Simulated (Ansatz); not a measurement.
Task: a comparison of dispersion corrections of CH₈Al₂Si, SMILES [CH3][AlH][SiH2][AlH2], with Ansatz 0.2.0 through its Python package. Give the script and its output. Level of theory (for the species named): r2SCAN, def2-SVP basis, multiplicity 1, D3BJ dispersion.

Input file `ch8al2si.xyz`:
```text
12

C    -1.29170    1.60080   -0.78380
Al   -0.74360    0.81680    0.91150
Si    1.20400   -0.46270    0.93470
Al    1.08870   -2.21160   -0.61200
H    -0.61580    1.38600   -1.61670
H    -1.39190    2.76320   -0.67720
H    -2.31610    1.25610   -1.05890
H    -1.56310    1.02580    2.23640
H     1.45830   -0.99280    2.33870
H     2.37840    0.38430    0.59020
H     0.73770   -1.88980   -2.12620
H     1.13220   -3.73130   -0.10280
```

Script `ch8al2si_disp.py`:
```python
"""Size of D3 and D4 in CH8Al2Si."""

import ansatz as az

params = {
    "basis": "def2-SVP",
}

molecule = az.Crystal.molecule_from_extxyz("ch8al2si.xyz")

calculation = molecule.calculation().basis(gaussian=params["basis"])
for name in ["r2scan", "b3lyp"]:
    for correction in ("d3bj", "d4"):
        summary = calculation.functional(name, dispersion=correction).run(threads=1).report
        print(f"{name:8s} {correction:5s} total {summary['free_energy_ev']:.5f} eV, of which dispersion {1000 * summary['dispersion']['energy']['ev']:.2f} meV")
```

```console
$ python ch8al2si_disp.py
DeckWarning: the engine holds no damping parameters fitted to this dispersion correction and functional, so the run takes those fitted to r2scan beside the three-body term, which d3bj leaves out (hamiltonian.dispersion, under Limitations)
r2scan   d3bj  total -22227.57716 eV, of which dispersion -74.39 meV
r2scan   d4    total -22227.56465 eV, of which dispersion -61.87 meV
b3lyp    d3bj  total -22232.86080 eV, of which dispersion -463.41 meV
b3lyp    d4    total -22232.79721 eV, of which dispersion -399.81 meV
```
(Warnings from the package without file and line.)

What to keep in mind:
- Total energies depend on the basis set; only differences at equal settings carry meaning.
- The geometry is a force-field or estimated start, not a minimum of this method, and the basis set is short of its limit. D4 holds the three-body term, and d3bj doesn't.
- b3lyp holds the VWN-RPA fit, as in Gaussian; the form of ORCA and Turbomole is b3lyp5.
- A dispersion term here runs with damping parameters fitted for another variant or functional.
- Finished in 23 s on 1 thread of Arm Neoverse V1, on a shared host, peak memory 0.27 GiB.
